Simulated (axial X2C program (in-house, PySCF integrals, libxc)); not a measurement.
# BrS: from the state search to constants

What are the state, bond length, wavenumber and bond energy of BrS, and what does spin–orbit coupling change?

Method: all-electron X2C, Br dyall-cv3z, S dyall-av3z; program: an in-house X2C program for linear molecules on PySCF integrals.

All values are calculated.

## 1. Input

Input file task.json:

```json
{"zs": [35, 16], "q": 0, "bas": ["dyall-cv3z", "dyall-av3z"], "levels": ["PBE0", "HF", "r2SCAN0"], "cc": true, "r0": 2.17, "thr": -2.0, "nmax": 90, "npts": 10, "nst": 2, "ntry": 6}
```

Keys: zs atomic numbers; q charge; bas basis sets; levels methods (HF also brings MP2); cc coupled cluster on or off; r0 starting distance in Å; thr threshold in hartree for freezing inner shells (an s shell follows its p shell); nmax most natural virtual spinors; npts points asked for on the curve; nst determinants followed; ntry starts of the search.

Started as:

```
> python so2c.py task.json out
```

Spin-free means the one-electron spin-free X2C Hamiltonian; two-component (2c) means X2C with spin–orbit coupling and atomic mean-field two-electron Coulomb and Gaunt terms. Basis: Br dyall-cv3z contracted to [8s9p6d4f1g], S dyall-av3z contracted to [9s8p3d2f]; Gaussian nuclei, density fitting. Masses: Br 78.918 u, S 31.972 u.

Notation: σ, π±, δ± give the projection m of an orbital's angular momentum (0, ±1, ±2), α and β its spin, Λ and M_S the sums; ω is the projection of a spinor's total angular momentum and Ω the sum. Logs are in hartree.

The results follow Hamiltonian by Hamiltonian and level by level.

## 2. Search for the lowest determinant

Determinants are compared with PBE0 at 2.170 Å.

Spin-free determinants:

| ΔE (eV) | state | open shells |
| --- | --- | --- |
| 0.00 | M_S = 1/2, Λ = 1 | beyond closed shells: π+α, π+β, π-α |
| 2.06 | M_S = 3/2, Λ = 0 | beyond closed shells: σα, π+α, π-α |
| 2.57 | M_S = 1/2, Λ = 0 | beyond closed shells: σβ, π+α, π-α |
| 3.13 | M_S = 1/2, Λ = 0 | beyond closed shells: σα, π+β, π-α |
| 3.13 | M_S = 1/2, Λ = 2 | beyond closed shells: σα, π+α, π+β |

Two-component determinants:

```
ΔE (eV)    state                                  open shells
   0.00  Ω = 3/2                excess of +ω over −ω: ω = 3/2
   0.11  Ω = 1/2                excess of +ω over −ω: ω = 1/2
   2.63  Ω = 1/2  excess of +ω over −ω: 2 × ω = -1/2, ω = 3/2
   3.05  Ω = 1/2                excess of +ω over −ω: ω = 1/2
   3.18  Ω = 5/2   excess of +ω over −ω: 2 × ω = 1/2, ω = 3/2
   4.83  Ω = 7/2   excess of +ω over −ω: ω = 1/2, 2 × ω = 3/2
   5.30  Ω = 5/2  excess of +ω over −ω: ω = -1/2, 2 × ω = 3/2
```

## 3. PBE0, spin-free

State followed: M_S = 1/2, Λ = 1 (beyond closed shells: π+α, π+β, π-α). The scan is laid around 2.128 Å, a first estimate of the minimum, and this SCF restarts from the orbitals of the search.

The SCF at the reference distance of 2.128 Å:

```text
spin-free X2C-1e  PBE0
basis functions 164  fitting functions 893  grid points 5081
iter        total energy     max residual
   1      -3003.916669533     7.73e+00
   2      -3005.103664351     5.17e-01
   3      -3005.180095922     8.82e-02
   4      -3005.183508979     7.46e-02
   5      -3005.185742610     1.32e-02
   6      -3005.185761541     3.07e-03
   7      -3005.185802030     4.48e-03
   8      -3005.185806398     1.50e-03
   9      -3005.185806861     5.87e-05
  10      -3005.185806877     8.32e-05
  11      -3005.185806884     1.82e-05
converged
one-electron -4451.86329427  Coulomb 1425.72959903  exact exchange -29.05663388  xc functional -89.25263853  nuclear repulsion 139.25716077
```

Along the bond, energies from the lowest point:

```
R (Å)  E (eV)  μ (D)  HOMO (eV)  LUMO (eV)  iterations
1.851  1.0850  -1.02      -6.21      -4.03          25
1.937  0.4421  -0.89      -6.43      -4.24          21
2.000  0.1720  -0.77      -6.59      -4.39          18
2.064  0.0353  -0.64      -6.74      -4.52          15
2.128  0.0000  -0.50      -6.89      -4.64          11
2.203  0.0530  -0.33      -7.04      -4.77          16
2.277  0.1787  -0.16      -7.18      -4.89          16
2.373  0.4108   0.07      -7.35      -5.02          16
2.490  0.7566   0.33      -7.53      -5.16          17
2.660  1.3002   0.66      -7.73      -5.29          20
```

Dipoles are positive if S is the positive end.

Outer orbitals at the reference distance:

```csv
symmetry,occupied,ε (eV),atomic character
σα,yes,-24.28,"58% Br s, 22% S s, 9% S p"
σβ,yes,-23.98,"61% Br s, 19% S s, 10% S p"
σα,yes,-19.34,"62% S s, 19% Br s, 12% Br p"
σβ,yes,-18.40,"63% S s, 16% Br s, 15% Br p"
σα,yes,-11.62,"46% Br p, 41% S p, 8% S s"
σβ,yes,-11.34,"45% Br p, 40% S p, 10% S s"
π+α,yes,-10.52,"58% Br p, 36% S p, 4% S d"
π-α,yes,-10.52,"58% Br p, 36% S p, 4% S d"
π+β,yes,-10.14,"66% Br p, 27% S p, 4% S d"
π-β,yes,-9.76,"72% Br p, 20% S p, 5% S d"
π+α,yes,-7.66,"61% S p, 32% Br p, 3% S d"
π-α,yes,-7.66,"61% S p, 32% Br p, 3% S d"
π+β,yes,-6.89,"70% S p, 24% Br p, 3% Br d"
π-β,no,-4.64,"76% S p, 17% Br p, 4% Br d"
σα,no,-2.19,"40% S p, 28% Br p, 11% S d"
σβ,no,-1.93,"41% S p, 27% Br p, 11% Br d"
σα,no,0.55,"83% S s, 5% S p, 5% S d"
```

PBE0 fields in the half plane through the axis: z from -2.4 to 4.5 Å across, distance from the axis 0.15 to 2.25 Å upwards; Br lies at z = 0 and S at z = 2.128 Å; the ELF is damped to zero where the density is low.

log10 density (e/bohr³). Ten even steps from '0' (-4.88 ) to '9' (1.44 ):
```
001122222222222222221100
011223333333333333322110
012233444443344444332210
112334455544444554433211
122345555555555555443221
123445666665556666544321
123455677766666766554321
123456689866667986554321
```

ELF. Ten even steps from '0' (0.00 ) to '9' (0.92 ):
```
000000111000000111000000
000012444200002444210000
000125677520014676531000
000247898752137898752000
000258999874368999862000
001368875676578999863000
001367524247761118863000
001366282817835772763000
```

Re = 2.123 Å, ωe = 475 cm⁻¹, ωexe = 1.56 cm⁻¹, Be = 0.1644 cm⁻¹, De = 2.64 eV, μ = -0.51 D.

## 4. HF, spin-free

The SCF at the reference distance of 2.128 Å:

```text
spin-free X2C-1e  HF
basis functions 164  fitting functions 893  grid points 5081
iter        total energy     max residual
   1      -3003.103069989     2.34e-01
   2      -3003.126576023     1.04e-02
   3      -3003.128306224     1.52e-02
   4      -3003.128927031     6.26e-03
   5      -3003.129117324     1.16e-03
   6      -3003.129149943     1.23e-03
   7      -3003.129154661     3.05e-04
   8      -3003.129155243     6.75e-05
   9      -3003.129155315     4.37e-05
  10      -3003.129155336     1.84e-05
  11      -3003.129155345     1.52e-05
  12      -3003.129155351     1.18e-05
  13      -3003.129155353     3.08e-06
  14      -3003.129155353     7.70e-07
converged
one-electron -4451.76878233  Coulomb 1425.70652431  exact exchange -116.32405810  xc functional 0.00000000  nuclear repulsion 139.25716077
```

No constants are quoted: fits of two degrees disagree.

## 5. r2SCAN0, spin-free

Output at 2.128 Å:

```text
spin-free X2C-1e  r2SCAN0
basis functions 164  fitting functions 893  grid points 5081
iter        total energy     max residual
   1      -3005.534301230     5.56e-02
   2      -3005.535833310     3.30e-03
   3      -3005.535911695     2.25e-03
   4      -3005.535920893     4.20e-04
   5      -3005.535921688     2.62e-04
   6      -3005.535921894     6.78e-05
   7      -3005.535921910     1.87e-05
   8      -3005.535921913     1.01e-05
converged
one-electron -4452.03909180  Coulomb 1425.93071354  exact exchange -29.06467704  xc functional -89.62002739  nuclear repulsion 139.25716077
```

Re = 2.115 Å, ωe = 482 cm⁻¹, ωexe = 1.56 cm⁻¹, Be = 0.1656 cm⁻¹, De = 2.40 eV, μ = -0.49 D.

## 6. Correlated methods, spin-free

Correlated methods: 13 electrons correlated (frozen shells, counted by type: Br 3 s, 2 p, 1 d; S 2 s, 1 p), 211 virtual spinors in MP2, 90 natural virtuals in coupled cluster.

Output of the correlated part at 2.128 Å:

```text
correlated 13  virtual 211  natural virtual 90  E(MP2) -0.318871959  MP2 remainder -0.011941693
iter   CCSD correlation   residual
   1     -0.328862546   1.18e-01
   2     -0.337896905   4.36e-02
   3     -0.339542625   1.97e-02
   4     -0.339731842   1.04e-02
   5     -0.339905430   5.26e-03
   6     -0.339929746   2.02e-03
   7     -0.339937307   5.63e-04
   8     -0.339939307   1.69e-04
   9     -0.339937585   5.32e-05
  10     -0.339937978   1.83e-05
  11     -0.339937890   6.22e-06
  12     -0.339937993   2.55e-06
  13     -0.339937989   1.10e-06
(T) -0.015267974  T1 0.0299  D1 0.0976  max T2 0.094
```

T1 in the output is the amplitude norm over the root of the electron number; divide by √2 for the Lee–Taylor value.

MP2: No constants are quoted: the points don't follow one smooth fit.

CCSD: Re = 2.145 Å, ωe = 452 cm⁻¹, Be = 0.1611 cm⁻¹, De = 2.19 eV. T1 at Re = 0.021 (Lee–Taylor, the printed value over √2).

CCSD(T): Re = 2.149 Å, ωe = 447 cm⁻¹, Be = 0.1605 cm⁻¹, De = 2.36 eV. T1 at Re = 0.021 (Lee–Taylor, the printed value over √2).

## 7. A higher determinant, spin-free

State: M_S = 3/2, Λ = 0 (beyond closed shells: σα, π+α, π-α).

Output at the reference distance:

```text
spin-free X2C-1e  PBE0
basis functions 164  fitting functions 893  grid points 5081
iter        total energy     max residual
   1      -3003.666295621     7.58e+00
   2      -3005.005207351     1.12e+00
   3      -3005.088442998     5.93e-01
   4      -3005.101264644     6.52e-02
   5      -3005.101768652     3.55e-02
   6      -3005.102450327     1.14e-02
   7      -3005.102522576     1.65e-02
   8      -3005.102586660     2.20e-03
   9      -3005.102588676     6.35e-04
  10      -3005.102589116     2.99e-04
  11      -3005.102589169     8.96e-05
  12      -3005.102589176     2.91e-05
  13      -3005.102589177     1.54e-05
converged
one-electron -4452.10845759  Coulomb 1426.09307953  exact exchange -29.06574021  xc functional -89.27863167  nuclear repulsion 139.25716077
```

| R (Å) | E above the lowest PBE0 point (eV) |
| --- | --- |
| 1.851 | 4.820 |
| 1.937 | 3.722 |
| 2.000 | 3.104 |
| 2.064 | 2.626 |
| 2.128 | 2.264 |
| 2.203 | 1.960 |
| 2.277 | 1.757 |
| 2.373 | 1.611 |
| 2.490 | 1.559 |

No constants are quoted: the lowest point is the long end of the scan.

## 8. The spin-free curves together

Energy (eV) of the followed determinant, spin-free, from each level's lowest point:

```csv
R (Å),PBE0,HF,MP2,CCSD,CCSD(T),r2SCAN0
1.851,1.085,1.224,1.105,n/a,n/a,1.043
1.937,0.442,0.531,0.454,0.522,0.534,0.413
2.000,0.172,0.228,0.180,0.224,0.232,0.153
2.064,0.035,0.061,0.040,0.061,0.065,0.026
2.128,0.000,0.000,0.000,0.000,0.000,0.000
2.203,0.053,0.028,0.046,0.024,0.019,0.063
2.277,0.179,0.133,0.166,0.120,0.110,0.199
2.373,0.411,0.338,0.440,0.320,0.301,0.442
2.490,0.757,0.567,1.020,n/a,n/a,0.801
2.660,1.300,0.756,1.613,n/a,n/a,1.354
```

## 9. PBE0, 2c

State followed: Ω = 3/2 (excess of +ω over −ω: ω = 3/2). The scan is laid around 2.128 Å, a first estimate of the minimum, and this SCF restarts from the orbitals of the search.

The SCF at the reference distance of 2.128 Å:

```text
two-component X2C + atomic mean field  PBE0
basis functions 164  fitting functions 893  grid points 5081
iter        total energy     max residual
   1      -3002.949235152     6.49e+00
   2      -3004.143022728     4.29e-01
   3      -3004.218064601     6.05e-02
   4      -3004.222015639     6.91e-02
   5      -3004.224598083     1.01e-02
   6      -3004.224607760     4.32e-03
   7      -3004.224706851     3.43e-03
   8      -3004.224711974     1.16e-03
   9      -3004.224712659     6.91e-05
  10      -3004.224712678     4.17e-05
  11      -3004.224712686     3.06e-05
  12      -3004.224712686     1.00e-05
converged
one-electron -4449.35318485  Coulomb 1425.19017674  exact exchange -29.04570326  xc functional -89.21973372  nuclear repulsion 139.25716077  atomic mean-field constant -1.05342837
```

Along the bond, energies from the lowest point:

```
R (Å)  E (eV)  μ (D)  HOMO (eV)  LUMO (eV)  iterations
1.851  1.0818  -1.07      -6.27      -3.96          25
1.937  0.4395  -0.95      -6.49      -4.17          24
2.000  0.1701  -0.83      -6.65      -4.31          19
2.064  0.0343  -0.71      -6.80      -4.45          16
2.128  0.0000  -0.57      -6.94      -4.58          12
2.203  0.0542  -0.40      -7.09      -4.71          17
2.277  0.1811  -0.23      -7.23      -4.83          16
2.373  0.4144  -0.01      -7.39      -4.97          18
2.490  0.7610   0.25      -7.57      -5.10          19
2.660  1.3030   0.57      -7.76      -5.23          25
```

Dipoles are positive if S is the positive end.

Outer spinors at the reference distance:

| ω | occupied | ε (eV) | atomic character | λ mixture |
| --- | --- | --- | --- | --- |
| 1/2 | yes | -24.29 | 59% Br s, 22% S s, 9% S p | 100% σ |
| -1/2 | yes | -23.98 | 61% Br s, 19% S s, 10% S p | 100% σ |
| 1/2 | yes | -19.32 | 62% S s, 18% Br s, 12% Br p | 100% σ |
| -1/2 | yes | -18.39 | 63% S s, 16% Br s, 15% Br p | 100% σ |
| 1/2 | yes | -11.63 | 47% Br p, 40% S p, 8% S s | 99% σ, 1% π |
| -1/2 | yes | -11.36 | 46% Br p, 39% S p, 10% S s | 96% σ, 4% π |
| -1/2 | yes | -10.62 | 60% Br p, 34% S p, 4% S d | 96% π, 4% σ |
| 3/2 | yes | -10.41 | 57% Br p, 38% S p, 3% S d | 100% π |
| 1/2 | yes | -10.26 | 67% Br p, 26% S p, 4% S d | 99% π, 1% σ |
| -3/2 | yes | -9.63 | 71% Br p, 21% S p, 5% S d | 100% π |
| -1/2 | yes | -7.72 | 64% S p, 29% Br p, 3% Br d | 100% π |
| 3/2 | yes | -7.56 | 60% S p, 33% Br p, 3% S d | 100% π |
| 1/2 | yes | -6.94 | 72% S p, 22% Br p, 3% Br d | 100% π |
| -3/2 | no | -4.58 | 75% S p, 18% Br p, 4% Br d | 100% π |
| 1/2 | no | -2.18 | 40% S p, 28% Br p, 11% S d | 100% σ |
| -1/2 | no | -1.92 | 41% S p, 26% Br p, 11% Br d | 100% σ |
| 1/2 | no | 0.56 | 82% S s, 5% S p, 5% S d | 100% σ |

PBE0 fields in the half plane through the axis: z from -2.4 to 4.5 Å across, distance from the axis 0.15 to 2.25 Å upwards; Br lies at z = 0 and S at z = 2.128 Å; the ELF is damped to zero where the density is low.

log10 density (e/bohr³). Ten even steps from ' ' (-4.88 ) to '@' (1.44 ):
```
    ....::::::::::::::::::::::::::::::::....    
  ....::::----------------------------::::....  
  ..::::----==========----==========----::::..  
....::----====++++++==========++++====----::....
..::::--==++++++++++++++++++++++++++====--::::..
..::--====++**********++++++********++====--::..
..::--==++++**######**********##****++++==--::..
..::--==++****%%@@%%********##@@%%**++++==--::..
```

ELF. Ten even steps from '0' (0.00 ) to '9' (0.92 ):
```
000000111000000111000000
000012444200002444210000
000125677520014676531000
000247898752137898752000
000258999874368999862000
001368875676578999863000
001367524247761118863000
001366282817835772763000
```

Re = 2.122 Å, ωe = 477 cm⁻¹, ωexe = 1.57 cm⁻¹, Be = 0.1645 cm⁻¹, De = 2.60 eV, μ = -0.58 D.

## 10. HF, 2c

Output at 2.128 Å:

```text
two-component X2C + atomic mean field  HF
basis functions 164  fitting functions 893  grid points 5081
iter        total energy     max residual
   1      -3002.142088733     2.40e-01
   2      -3002.165561834     1.03e-02
   3      -3002.167318151     1.58e-02
   4      -3002.167978758     6.52e-03
   5      -3002.168194529     1.27e-03
   6      -3002.168233014     1.38e-03
   7      -3002.168238749     3.44e-04
   8      -3002.168239476     7.69e-05
   9      -3002.168239580     5.54e-05
  10      -3002.168239620     1.96e-05
  11      -3002.168239640     2.12e-05
  12      -3002.168239653     1.76e-05
  13      -3002.168239656     4.91e-06
  14      -3002.168239656     2.61e-06
converged
one-electron -4449.26162925  Coulomb 1425.17010730  exact exchange -116.28045010  xc functional 0.00000000  nuclear repulsion 139.25716077  atomic mean-field constant -1.05342837
```

No constants are quoted: fits of two degrees disagree.

## 11. r2SCAN0, 2c

Output at 2.128 Å:

```text
two-component X2C + atomic mean field  r2SCAN0
basis functions 164  fitting functions 893  grid points 5081
iter        total energy     max residual
   1      -3004.572604273     5.54e-02
   2      -3004.574140780     3.27e-03
   3      -3004.574220670     2.29e-03
   4      -3004.574229922     4.22e-04
   5      -3004.574230737     2.79e-04
   6      -3004.574230948     6.84e-05
   7      -3004.574230964     1.80e-05
   8      -3004.574230967     1.02e-05
converged
one-electron -4449.52839889  Coulomb 1425.39067580  exact exchange -29.05373872  xc functional -89.58650155  nuclear repulsion 139.25716077  atomic mean-field constant -1.05342837
```

Re = 2.114 Å, ωe = 483 cm⁻¹, ωexe = 1.57 cm⁻¹, Be = 0.1657 cm⁻¹, De = 2.42 eV, μ = -0.56 D.

## 12. Correlated methods, 2c

Correlated methods: 13 electrons correlated (frozen shells, counted by type: Br 3 s, 2 p, 1 d; S 2 s, 1 p), 211 virtual spinors in MP2, 90 natural virtuals in coupled cluster.

Output of the correlated part at 2.128 Å:

```text
correlated 13  virtual 211  natural virtual 90  E(MP2) -0.319163322  MP2 remainder -0.011952661
iter   CCSD correlation   residual
   1     -0.329019288   1.18e-01
   2     -0.338057892   4.38e-02
   3     -0.339732669   2.00e-02
   4     -0.339931404   1.06e-02
   5     -0.340113182   5.41e-03
   6     -0.340138468   2.05e-03
   7     -0.340146153   5.71e-04
   8     -0.340148209   1.73e-04
   9     -0.340146414   5.69e-05
  10     -0.340146820   2.27e-05
  11     -0.340146707   1.08e-05
  12     -0.340146861   6.25e-06
  13     -0.340146831   3.56e-06
  14     -0.340146836   1.90e-06
(T) -0.015331522  T1 0.0306  D1 0.1005  max T2 0.079
```

MP2: No constants are quoted: the points don't follow one smooth fit.

CCSD: Re = 2.143 Å, ωe = 453 cm⁻¹, Be = 0.1613 cm⁻¹, De = 2.09 eV. T1 at Re = 0.022 (Lee–Taylor, the printed value over √2).

CCSD(T): Re = 2.147 Å, ωe = 448 cm⁻¹, Be = 0.1607 cm⁻¹, De = 2.25 eV. T1 at Re = 0.022 (Lee–Taylor, the printed value over √2).

## 13. A higher determinant, 2c

State: Ω = 1/2 (excess of +ω over −ω: ω = 1/2).

Output at the reference distance:

```text
two-component X2C + atomic mean field  PBE0
basis functions 164  fitting functions 893  grid points 5081
iter        total energy     max residual
   1      -3002.944128071     6.47e+00
   2      -3004.138574584     4.28e-01
   3      -3004.213367242     5.41e-02
   4      -3004.217712962     7.18e-02
   5      -3004.220403249     1.13e-02
   6      -3004.220469694     2.56e-03
   7      -3004.220488423     3.13e-03
   8      -3004.220497360     1.08e-03
   9      -3004.220497911     1.31e-04
  10      -3004.220497986     6.02e-05
  11      -3004.220498010     1.93e-05
  12      -3004.220498012     1.42e-05
converged
one-electron -4449.36131590  Coulomb 1425.20300364  exact exchange -29.04616539  xc functional -89.21975277  nuclear repulsion 139.25716077  atomic mean-field constant -1.05342837
```

```
R (Å)  E above the lowest PBE0 point (eV)
1.851                               1.219
1.937                               0.570
2.000                               0.296
2.064                               0.154
2.128                               0.115
2.203                               0.162
2.277                               0.283
2.373                               0.508
2.490                               0.845
```

Re = 2.127 Å, ωe = 471 cm⁻¹, ωexe = 1.57 cm⁻¹, Be = 0.1638 cm⁻¹, μ = -0.46 D. Te = 0.12 eV.

## 14. The 2c curves together

Energy (eV) of the followed determinant, 2c, from each level's lowest point:

```csv
R (Å),PBE0,HF,MP2,CCSD,CCSD(T),r2SCAN0
1.851,1.082,1.216,1.098,n/a,n/a,1.039
1.937,0.439,0.526,0.448,0.518,0.530,0.410
2.000,0.170,0.224,0.176,0.221,0.229,0.151
2.064,0.034,0.060,0.038,0.059,0.063,0.025
2.128,0.000,0.000,0.000,0.000,0.000,0.000
2.203,0.054,0.029,0.049,0.025,0.020,0.065
2.277,0.181,0.135,0.170,0.124,0.113,0.201
2.373,0.414,0.339,0.453,0.326,0.308,0.446
2.490,0.761,0.560,1.035,n/a,n/a,0.806
2.660,1.303,0.732,1.617,n/a,n/a,1.359
```

Time for the job: 2.6 min (1 thread of Arm Neoverse V2, shared host); peak memory 0.8 GiB.

## 15. What came out

Lowest determinant that the search found at its distance, spin-free: M_S = 1/2, Λ = 1 (beyond closed shells: π+α, π+β, π-α).

Lowest determinant that the search found at its distance, 2c: Ω = 3/2 (excess of +ω over −ω: ω = 3/2).

| Hamiltonian | level | Re (Å) | ωe (cm⁻¹) | De (eV) | μ (D) |
| --- | --- | --- | --- | --- | --- |
| spin-free | PBE0 | 2.123 | 475 | 2.64 | -0.51 |
| spin-free | CCSD | 2.145 | 452 | 2.19 | n/a |
| spin-free | CCSD(T) | 2.149 | 447 | 2.36 | n/a |
| spin-free | r2SCAN0 | 2.115 | 482 | 2.40 | -0.49 |
| 2c | PBE0 | 2.122 | 477 | 2.60 | -0.58 |
| 2c | CCSD | 2.143 | 453 | 2.09 | n/a |
| 2c | CCSD(T) | 2.147 | 448 | 2.25 | n/a |
| 2c | r2SCAN0 | 2.114 | 483 | 2.42 | -0.56 |

Dipoles are positive if S is the positive end. No constants: spin-free HF (fits of two degrees disagree); spin-free MP2 (the points don't follow one smooth fit); 2c HF (fits of two degrees disagree); 2c MP2 (the points don't follow one smooth fit).

Time per point (s) on 1 thread of Arm Neoverse V2, shared host (2c runs; CCSD comes with the CCSD(T) run); the times are rough: PBE0 0.88, CCSD(T) 6, r2SCAN0 1.3.

In words: At CCSD(T), going from spin-free to two-component changes Re by -1 mÅ, ωe by +0.3 %, which is small (part of it comes from the scalar share of the two-electron terms). De moves by -0.11 eV; both De rest on single-determinant atoms, which can miss part of an open shell's spin–orbit lowering.

De refers to Br + S, each in the lowest determinant found, which need not be this curve's own limit. The state is a single determinant with fixed occupations, the lowest that a limited PBE0 search found. Dissociation energies refer to the lowest single-determinant-based atoms at the same level and basis. Density functionals use the spin component along the axis (collinear). Coupled cluster ran in a truncated set of natural virtual spinors; the MP2 energy of the rest was added. The meta-GGAs lack a current-density term, which matters for open shells with orbital currents, atoms included. The spin-free determinant is spin-contaminated at some levels.
